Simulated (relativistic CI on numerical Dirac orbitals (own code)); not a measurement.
# Ho IV (Ho³⁺): levels and lines

The task is the spectrum of Ho³⁺: levels, purity of their labels, lifetimes and lines; runs with one setting changed show what the result hangs on.

The numbers are computed with relativistic CI on numerical Dirac orbitals (own code) version 3 (Dirac-Coulomb-Breit CI, KLI orbitals optimised for each configuration, model QED (radiative potential, 1s self-energy scaled to tabulated hydrogen-like ionisation energies), valence Slater integrals scaled by 0.85, P86 correlation energy added to each configuration), except any that are marked as measured or tabulated.

### Step 1. What is computed

| Quantity | Value |
| --- | --- |
| ion | Ho³⁺ (Ho IV) |
| nuclear charge | 67 |
| electrons | 64 |
| isotope | A = 165 |
| first configuration typed | [Xe] 4f10 |

Outer shells as boxes (Hund's rule):

first configuration typed
```
[Xe] core
4f [↑↓][↑↓][↑↓][↑ ][↑ ][↑ ][↑ ]
```

### Step 2. Base run

The run's settings:

```ini
atom Ho  Z=67  charge=3  electrons=64
nucleus A=165  rms_radius_fm=5.2022
hamiltonian dirac-coulomb  breit=on  qed=on  c_scale=1
orbitals kli  potential=per-configuration
slater_scale 0.85
correlation p86
mixing on
configurations
  [Xe] 4f10
  [Xe] 4f9 6s
  [Xe] 4f9 6p
  [Kr] 4d10 4f12 5s2 5p4
  [Xe] 4f9 7s
end
```

Launch:

```console
python run_levels.py task.json out
```

task.json lists these runs, among others, and the program works through them in turn.

### Step 3. Slater integrals scaled by 1

Settings: those of step 2 with these lines changed.

```diff
@@ -4,3 +4,3 @@
 orbitals kli  potential=per-configuration
-slater_scale 0.85
+slater_scale 1
 correlation p86
```

### Step 4. Correlation estimate lda-sx

Settings: those of step 3 with these lines changed.

```diff
@@ -4,4 +4,4 @@
 orbitals kli  potential=per-configuration
-slater_scale 1
-correlation p86
+slater_scale 0.85
+correlation lda-sx
 mixing on
```

### Step 5. Without the Breit term

The run's settings:

```ini
atom Ho  Z=67  charge=3  electrons=64
nucleus A=165  rms_radius_fm=5.2022
hamiltonian dirac-coulomb  breit=off  qed=on  c_scale=1
orbitals kli  potential=per-configuration
slater_scale 0.85
correlation p86
mixing on
configurations
  [Xe] 4f10
  [Xe] 4f9 6s
  [Xe] 4f9 6p
  [Kr] 4d10 4f12 5s2 5p4
  [Xe] 4f9 7s
end
```

### Step 6. The first 3 configurations alone

The run's settings:

```ini
atom Ho  Z=67  charge=3  electrons=64
nucleus A=165  rms_radius_fm=5.2022
hamiltonian dirac-coulomb  breit=on  qed=on  c_scale=1
orbitals kli  potential=per-configuration
slater_scale 0.85
correlation p86
mixing on
configurations
  [Xe] 4f10
  [Xe] 4f9 6s
  [Xe] 4f9 6p
end
```

(Steps that only read results are left out.)

What does the calculation give? Wanted: lowest level; first excitation; lowest level of the other parity; fastest E1 line; ionisation energy.

As calculated:

| run | time | mean size of shift, levels followed (cm⁻¹) | lowest level | ionisation energy (eV) |
| --- | --- | --- | --- | --- |
| main run | 1.8 s | 0 | 4f10 5p6 5I8 | 40.812 |
| Slater integrals scaled by 1 | 1.8 s | 1865 | 4f10 5p6 5I8 | 40.539 |
| correlation estimate lda-sx | 1.7 s | 0.1 | 4f10 5p6 5I8 | 41.151 |
| without the Breit term | 1.5 s | 184 | 4f10 5p6 5I8 | 40.683 |
| the first 3 configurations alone | 1.3 s | 23.5 | 4f10 5I8 | - |

The semi-empirical ionisation energy (NIST) is 42.52 eV.

| quantity | value |
| --- | --- |
| lowest level | 4f10 5p6 5I8 |
| first excitation | 4f10 5p6 5I7, 5062.6 cm⁻¹ |
| lowest level of the other parity | 4f9 5p6 6s 7H°8, 95356 cm⁻¹ |
| levels in the model | 2238 |
| fastest E1 line (by rate) to the lowest level among the lowest 200 of 2238 levels | 84.74 nm, from 4f9 5p6 6s 5I°8 + 3K° |
| ionisation energy | 40.812 eV |
| ionisation energy, semi-empirical (NIST) | 42.52 eV |

**Reading.** 4f10 5p6 5I8 comes out lowest; its LS label holds 93 % and its jj label 59 %; over the low levels the means are 77 and 51 %, so LS coupling describes them better. Against the semi-empirical ionisation energy the result lies 4.0 % low. Of the changes tried, the run «Slater integrals scaled by 1» moves the low levels most, by 1865 cm⁻¹ on average. In a near-neutral ion this small CI can misplace whole configurations by 10,000 cm⁻¹ or more, above all where the count of f electrons changes. Lifetimes count radiative decay inside the model alone.
